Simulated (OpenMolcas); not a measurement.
# CH2BFN− (SMILES N#C[BH2-]F) at 6 levels

Aim: a comparison of 6 runs (HF/3-21G, HF/ANO-XS-VDZP, HF/def2-SVP, B2PLYP/6-31G*, TPSS/6-31G**, SOS-MP2/pcseg-2) of CH2BFN−. 

The calculation is run with OpenMolcas 26.06.

6 further runs of the same task are left out: 2 that didn't finish, 4 set aside as unsound or not needed.

## (1) The system as given

CH2BFN− has 6 atoms, charge -1, and is taken as a singlet. As SMILES, `N#C[BH2-]F`. The coordinates come from a GFN2-xTB relaxation.

Bond lengths: N1–C2 1.156 Å, C2–B3 1.571 Å, B3–F4 1.445 Å, B3–H5 1.222 Å, B3–H6 1.222 Å. Angles: N1–C2–B3 177.0°, C2–B3–F4 110.2°, C2–B3–H5 108.7°, C2–B3–H6 108.7°, F4–B3–H5 108.8°, F4–B3–H6 108.8°, H5–B3–H6 111.7°.

## (2) Energy and gradient at HF/3-21G (run 1)

Input file mol.xyz:

```xyz
6

N      0.722410    -1.937290     0.820490
C      0.334710    -0.937190     0.389970
B     -0.120860     0.456860    -0.171960
F     -1.451330     0.359680    -0.727330
H      0.651130     0.794000    -1.057090
H     -0.136070     1.263930     0.745910
```

Input file calc.inp:

```
* CH2BFN Hartree-Fock
>>> EXPORT MOLCAS_PRINT=2

&GATEWAY
 BasLib = $CurrDir
 Coord = mol.xyz
 Basis = 3-21G
 Group = NoSym

&SEWARD

&SCF
 Charge = -1
 Thresholds = 1e-10 1e-07 1e-07 1e-05
 PrOrbitals = 1 1

&ALASKA
```

The basis set 3-21G is read from a file made from the Basis Set Exchange's data (not shown).

The run is started by

```sh
$ export MOLCAS_MEM=1860
$ pymolcas calc.inp > calc.log
```

The program printed:

```text
--- Start Module: gateway ---
[...]
--- Stop Module: gateway /rc=_RC_ALL_IS_WELL_ ---
[...]
      Basis functions           40
[...]
--- Start Module: scf ---
[...]
       Convergence after  17 Iterations
[...]
::    Total SCF energy                               -216.4950114133
[...]
      Total spin, S                                     0.0000000000
[...]
      Total electronic charge=   30.000000
      Total            charge=   -1.000000
[...]
      Dipole Moment (debye):
      Origin of the operator (angstrom)=   -0.2456   -0.4211    0.0025
                   X= -6.4675E-01               Y= -2.7583E-01               Z= -2.1219E-01           Total=  7.3444E-01
      Center of Charge (angstrom)
[...]
--- Stop Module: scf /rc=_RC_ALL_IS_WELL_ ---
--- Start Module: alaska ---
[...]
 *              Molecular gradients               *
 **************************************************
  Irreducible representation: a
 ------------------------------------------------------------------------------------------
                              X                       Y                       Z
 ------------------------------------------------------------------------------------------
  N1                8.84187401038705E-03   -2.06846472183386E-02    9.30230195907100E-03
  C2               -1.90987754803156E-02    3.78904450450666E-02   -1.83107056236187E-02
  B3                2.15556369651591E-02   -2.15289328201265E-02    1.49052883606680E-02
  F4                1.77993595529458E-03    2.11277656686049E-03    2.43879578664341E-04
  H5               -6.81035317115808E-03    1.21127050536574E-03   -2.46762187063365E-03
  H6               -6.26831827939222E-03    9.99087921141228E-04   -3.67314240417849E-03
 ------------------------------------------------------------------------------------------
--- Stop Module: alaska /rc=_RC_ALL_IS_WELL_ ---
[...]
```

Wall time 2.4 s (1 thread of Arm Neoverse V1, shared host); peak memory 0.37 GiB.

## (3) A calculation of the kind “frequencies at the given shape” at HF/ANO-XS-VDZP (DKH2) (run 2)

Input file calc.inp:

```
&GATEWAY
 COORD
 6
 angstrom
 N        0.722410      -1.937290       0.820490
 C        0.334710      -0.937190       0.389970
 B       -0.120860       0.456860      -0.171960
 F       -1.451330       0.359680      -0.727330
 H        0.651130       0.794000      -1.057090
 H       -0.136070       1.263930       0.745910
 BASIS = ANO-XS-VDZP
 GROUP = NoSym

&SEWARD
 RELATIVISTIC = R02E00

&SCF
 CHARGE = -1
 PRORBITALS = 1 1

&MCKINLEY
```

The run is started by

```sh
$ export MOLCAS_MEM=1860
$ pymolcas calc.inp > calc.log
```

The program printed:

```text
--- Start Module: gateway ---
[...]
--- Stop Module: gateway /rc=_RC_ALL_IS_WELL_ ---
[...]
      Basis functions           66
[...]
       Convergence after  15 Iterations
[...]
::    Total SCF energy                               -217.8169385704
[...]
      Total spin, S                                     0.0000000000
[...]
      Total electronic charge=   30.000000
      Total            charge=   -1.000000
[...]
      Dipole Moment (debye):
      Origin of the operator (angstrom)=   -0.2456   -0.4211    0.0025
                   X= -6.1103E-01               Y= -2.2253E-02               Z= -2.6292E-01           Total=  6.6557E-01
      Center of Charge (angstrom)
[...]
--- Start Module: mckinley ---
[...]
--- Stop Module: mckinley /rc=_RC_INVOKED_OTHER_MODULE_ ---
[...]
--- Start Module: mclr ---
[...]
     Frequency:      i177.61    i84.78    i74.77      0.04      0.05      0.06
[...]
     Frequency:       252.37    388.95    556.71    852.13    941.67    971.89
[...]
        Frequency:         1279.00 cm-1
      ---------------------------------
[...]
        Frequency:         2465.26 cm-1
      ---------------------------------
[...]
        Frequency:         2474.52 cm-1
      ---------------------------------
[...]
        Frequency:         2490.13 cm-1
      ---------------------------------
[...]
--- Stop Module: mclr /rc=_RC_ALL_IS_WELL_ ---
[...]
```

Run time: 9.6 s. Hardware: 1 thread of Arm Neoverse V1, shared host; peak memory 0.41 GiB.

Runs 3 to 5 aren't shown in full; the table further down has their settings and results.

## (4) The energy at SOS-MP2/pcseg-2 (RICD fitting) (run 6)

Input file job.input:

```
>>> EXPORT MOLCAS_PRINT=2
&GATEWAY
BasLib = $CurrDir
Coord
6
angstrom
N        0.722410      -1.937290       0.820490
C        0.334710      -0.937190       0.389970
B       -0.120860       0.456860      -0.171960
F       -1.451330       0.359680      -0.727330
H        0.651130       0.794000      -1.057090
H       -0.136070       1.263930       0.745910
Basis = pcseg-2
Group = NoSym
RICD
aCD
&SEWARD
&SCF
Charge = -1
PrOrbitals = 1 2
&MBPT2
SOSMP2
Frozen = 4
```

The basis set pcseg-2 is read from a file made from the Basis Set Exchange's data (not shown).

The run is started by

```sh
$ export MOLCAS_MEM=1860
$ pymolcas job.input > job.log
```

The program printed:

```text
--- Start Module: gateway ---
[...]
--- Stop Module: gateway /rc=_RC_ALL_IS_WELL_ ---
[...]
      Basis functions          148
[...]
--- Start Module: scf ---
[...]
       Convergence after  16 Iterations
[...]
::    Total SCF energy                               -217.7721695510
[...]
      Total spin, S                                     0.0000000000
[...]
      Total electronic charge=   30.000000
      Total            charge=   -1.000000
[...]
      Dipole Moment (debye):
      Origin of the operator (angstrom)=   -0.2456   -0.4211    0.0025
                   X= -6.9448E-01               Y=  2.1053E-01               Z= -3.6000E-01           Total=  8.1008E-01
      Center of Charge (angstrom)
[...]
--- Stop Module: scf /rc=_RC_ALL_IS_WELL_ ---
[...]
--- Start Module: mbpt2 ---
[...]
WARNING!
Default frozen orbitals as non valence orbitals is overwritten by user input.
Default values:   4
[...]
::    Total MBPT2 energy                             -218.4537912079
[...]
--- Stop Module: mbpt2 /rc=_RC_ALL_IS_WELL_ ---
[...]
```

It took 16 s on 1 thread of Arm Neoverse V1, shared host; peak memory 0.24 GiB.

## (5) The series

| run | level | nucleus | SCF convergence threshold | energy (Eh) | HOMO energy (eV) | LUMO energy (eV) | HOMO–LUMO gap (eV) | wall time |
| --- | --- | --- | --- | --- | --- | --- | --- | --- |
| 1 | HF/3-21G | point | 1e-10 | -216.495011 | -5.43 | 10.86 | 16.29 | 2.4 s |
| 2 | HF/ANO-XS-VDZP (DKH2) | finite | – | -217.816939 | -5.70 | 10.31 | 16.01 | 9.6 s |
| 3 | HF/def2-SVP | point | 1e-10 | -217.515868 | -5.85 | 10.07 | 15.92 | 4.8 s |
| 4 | B2PLYP/6-31G* (spherical functions) | point | 1e-10 | -218.632598 | -3.40 | 8.12 | 11.52 | 14 s |
| 5 | TPSS/6-31G** (spherical functions) | point | 1e-10 | -218.866144 | -0.65 | 5.69 | 6.34 | 35 s |
| 6 | SOS-MP2/pcseg-2 (RICD fitting) | point | – | -218.453791 | -6.09 | 7.73 | 13.82 | 16 s |

## (6) Outcome

| quantity | value |
| --- | --- |
| run 6: total energy | -218.45379 Eh |
| run 6: HOMO energy (Hartree–Fock orbitals) | -6.09 eV |
| run 6: LUMO energy (Hartree–Fock orbitals) | 7.73 eV |
| run 6: HOMO–LUMO gap (to an unbound level, set by the basis) | 13.82 eV |
| run 6: correlation energy (4 core orbitals frozen) | -681.6 mEh |

In words: Over runs 1, 2, 3, 4, 5 the HOMO–LUMO gap runs from 6.34 eV (TPSS/6-31G**) to 16.29 eV (HF/3-21G). The two ends differ in method and basis. The empty levels of an anion lie above zero and hang on the basis. For B2PLYP the log adds the whole second-order term; the table takes 0.27 of it, as the functional is defined. Totals of different functionals can't be ranked against each other. All runs together took 81 s, the longest 35 s.
